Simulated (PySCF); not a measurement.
# A diatomic session: SnCl−

Aim: find the lowest electronic state of SnCl−, scan its bond at several levels of theory, and get bond length, wavenumber and dissociation energy from each curve.

The runs use PySCF 2.14.0; Sn def2-TZVPPD with ECP28, Cl def2-TZVPPD, scalar-relativistic core potentials.

## (1) Input

A driver script around PySCF takes these settings:

```yaml
atoms: Sn, Cl
charge: -1
basis: Sn def2-TZVPPD with ECP28, Cl def2-TZVPPD
Hamiltonian: scalar-relativistic core potentials
basis_functions: 107
electrons_treated: 40
masses_in_u: 119.9022, 34.9689
levels: PBE0, PBE, r²SCAN, TPSSh, BLYP, M06-L, r²SCAN0, TPSS, LC-ωPBE, HF, MP2, SCS-MP2, CCSD, CCSD(T)
grid: 80 radial by 434 angular points
occupations: held fixed by the projection of orbital angular momentum
dissociation_limit: Sn + Cl−, each in its ground configuration
starting_distance_in_angstrom: 2.420
values_of_2S_to_try: 0, 2
```

On the command line:

```console
$ OMP_NUM_THREADS=2 python dia.py task.json out
```

After this run come: PBE0 along the bond; Excited determinants; PBE (GGA); r²SCAN (meta-GGA); TPSSh (hybrid meta-GGA); BLYP (GGA); M06-L; r²SCAN0 (hybrid meta-GGA); TPSS (meta-GGA); LC-ωPBE (range-separated hybrid); UHF (mean field); Adding correlation.

**Question.** What will these runs give? Wanted: for each run, Re; ωe; De; μ.

The runs gave:

Lowest PBE0 solution found, without spin–orbit coupling: ³Σ⁻ (triplet), unpaired electrons π ↑↑. State 2 has its PBE0 minimum 0.23 eV higher, as a spin-mixed determinant (⟨S²⟩ = 1.01), so this is no gap between pure states. State 3 has its PBE0 minimum 0.94 eV higher. The other levels ran on the lowest alone.

| level | Re (Å) | ωe (cm⁻¹) | De (eV) | μ (D) |
| --- | --- | --- | --- | --- |
| UHF | 2.585 | 225.7 | 1.42 | -2.67 |
| UHF-MP2 | 2.535 | 246.8 | 1.75 | n/a |
| UHF-SCS-MP2 | 2.555 | 238.4 | 1.64 | n/a |
| UHF-CCSD | 2.546 | 243.5 | 1.68 | n/a |
| UHF-CCSD(T) | 2.544 | 245.2 | 1.75 | n/a |
| PBE | 2.563 | 237.6 | 1.86 | -2.09 |
| BLYP | 2.612 | 220.2 | 1.64 | -2.43 |
| TPSS | 2.558 | 240.8 | 1.85 | -2.11 |
| r²SCAN | 2.535 | 249.9 | 1.95 | -1.99 |
| M06-L | 2.559 | 236.9 | 1.90 | -1.99 |
| TPSSh | 2.548 | 244.2 | 1.84 | -2.13 |
| PBE0 | 2.537 | 247.3 | 1.84 | -2.12 |
| r²SCAN0 | 2.523 | 254.2 | 1.91 | -2.07 |
| LC-ωPBE | 2.516 | 254.3 | 1.76 | -2.22 |

De is counted to Sn + Cl− in their ground configurations. A positive dipole points from Sn to Cl; in an ion it is taken about the centre of mass and does not tell which atom is negative.

Differences from CCSD(T) in the same basis:

| level | Re (mÅ) | ωe (%) |
| --- | --- | --- |
| UHF | +40 | -8.0 |
| UHF-MP2 | -9 | +0.6 |
| UHF-SCS-MP2 | +11 | -2.8 |
| UHF-CCSD | +1 | -0.7 |
| PBE | +18 | -3.1 |
| BLYP | +67 | -10.2 |
| TPSS | +13 | -1.8 |
| r²SCAN | -10 | +1.9 |
| M06-L | +15 | -3.4 |
| TPSSh | +4 | -0.4 |
| PBE0 | -8 | +0.8 |
| r²SCAN0 | -22 | +3.7 |
| LC-ωPBE | -29 | +3.7 |

Judged by CCSD(T) in the same basis: best bond length UHF-CCSD (+1 mÅ), worst BLYP (+67 mÅ); best wavenumber TPSSh (-0.4 %), worst BLYP (-10.2 %). Of the levels with a De here, UHF gives the least (1.42 eV) and r²SCAN the most (1.95 eV).

Correlated steps freeze 9 core orbitals. These are scalar-relativistic numbers at best; spin–orbit coupling would shift them, the dissociation energy most. With some functionals the highest level of the anion is positive, from self-interaction error or because the anion is truly unbound there; the finite basis then holds the extra electron, and no neutral molecule was run to test the binding.
